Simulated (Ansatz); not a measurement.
# TiP2O7: the cost of one run

Computed with Ansatz 0.2.0 (DFT, PBE, plane-wave PAW, default files, scalar-relativistic, as far as a step names no other, unless a step's input says otherwise).

## (1) The starting structure

Symmetry: P2_1, No. 4, monoclinic system. Conventional cell: a = 4.846 Å, b = 7.996 Å, c = 6.988 Å, α = 90.00°, β = 106.01°, γ = 90.00°. Around Ti (site symmetry 1) lie 6 O at 1.91 to 1.96 Å. P (site symmetry 1) is surrounded by 4 O at 1.51 to 1.59 Å. Around P (site symmetry 1) lie 4 O at 1.51 to 1.60 Å. O (site symmetry 1) is surrounded by 1 P at 1.51 Å and 1 Ti at 1.96 Å. O (site symmetry 1) is surrounded by 1 P at 1.51 Å and 1 Ti at 1.91 Å. O (site symmetry 1) has 1 P at 1.51 Å and 1 Ti at 1.93 Å as nearest neighbours. O (site symmetry 1) has 1 P at 1.51 Å and 1 Ti at 1.95 Å as nearest neighbours. Only part of the 10 independent sites is listed.

As a file:

```xyz
20
Lattice="4.8463 0.0000 0.0000 0.0000 7.9965 0.0000 -1.9267 0.0000 6.7168" Properties=species:S:1:pos:R:3 pbc="T T T"
Ti    3.2899    4.3874    1.8147
Ti   -0.3702    0.3892    4.9021
P     2.0012    6.9193    3.3221
P     1.9800    2.2989    5.9754
P     0.9397    6.2971    0.7414
P     0.9185    2.9210    3.3947
O     4.3973    5.8605    1.1370
O     3.9362    3.1475    0.5067
O     3.0622    7.9363    3.6618
O     2.5619    5.5170    3.2261
O     2.1053    2.9837    2.4575
O     1.8966    5.1212    0.6539
O     1.4891    7.2939    1.8603
O     1.4305    3.2957    4.8565
O     1.0231    1.1230    6.0629
O     0.8143    6.9819    4.2593
O     0.3577    1.5187    3.4906
O    -0.1425    3.9380    3.0550
O    -1.0165    7.1458    6.2101
O    -1.4777    1.8623    5.5798
```

## (2) Gradients at the starting positions

input.yaml

```yaml
crystal:
  lattice:
    - [4.8463082674, 0.0, 0.0]
    - [0.0, 7.99648414, 0.0]
    - [-1.9266614684, 0.0, 6.7167825668]
  atoms:
    - { symbol: Ti, position: [0.7862516, 0.54866621, 0.27017076] }
    - { symbol: Ti, position: [0.2137484, 0.04866621, 0.72982924] }
    - { symbol: P, position: [0.60955716, 0.86529152, 0.49459819] }
    - { symbol: P, position: [0.76222866, 0.28748923, 0.88962169] }
    - { symbol: P, position: [0.23777134, 0.78748923, 0.11037831] }
    - { symbol: P, position: [0.39044284, 0.36529152, 0.50540181] }
    - { symbol: O, position: [0.9746499, 0.73288426, 0.16927057] }
    - { symbol: O, position: [0.8421861, 0.39361466, 0.0754334] }
    - { symbol: O, position: [0.84859276, 0.99246949, 0.54516621] }
    - { symbol: O, position: [0.71958097, 0.68992626, 0.48031124] }
    - { symbol: O, position: [0.57987227, 0.37312629, 0.3658776] }
    - { symbol: O, position: [0.4300452, 0.64043634, 0.09734742] }
    - { symbol: O, position: [0.41737318, 0.91214273, 0.27696112] }
    - { symbol: O, position: [0.58262682, 0.41214273, 0.72303888] }
    - { symbol: O, position: [0.5699548, 0.14043634, 0.90265258] }
    - { symbol: O, position: [0.42012773, 0.87312629, 0.6341224] }
    - { symbol: O, position: [0.28041903, 0.18992626, 0.51968876] }
    - { symbol: O, position: [0.15140724, 0.49246949, 0.45483379] }
    - { symbol: O, position: [0.1578139, 0.89361466, 0.9245666] }
    - { symbol: O, position: [0.0253501, 0.23288426, 0.83072943] }
kpoints:
  mp_grid: { grid: [5, 3, 4] }
scf:
  occupations: { method: fermi_dirac, width: 0.02 }
hamiltonian:
  xc: pbe
  pseudopotentials: { kind: paw }
output:
  forces: true
  stress: true
  populations: true
  efg:
    quadrupole_moments_barn: { Ti: 0.247, O: -0.02558 }
    contact_densities: true
  write_density: true
  write_potential: true
  elf: true
  volumetric_format: npy
```

Launch:

```
$ ansatz run input.yaml --threads 1 --pin off --max-ram 2560MiB --backend cpu --events-out ev --progress --plain --runs-dir out
```

**Question.** How long does this run take on 1 thread of Arm Neoverse V1, shared host, and how much memory does it need?

About 1.7 min, with a peak of 0.66 GiB.
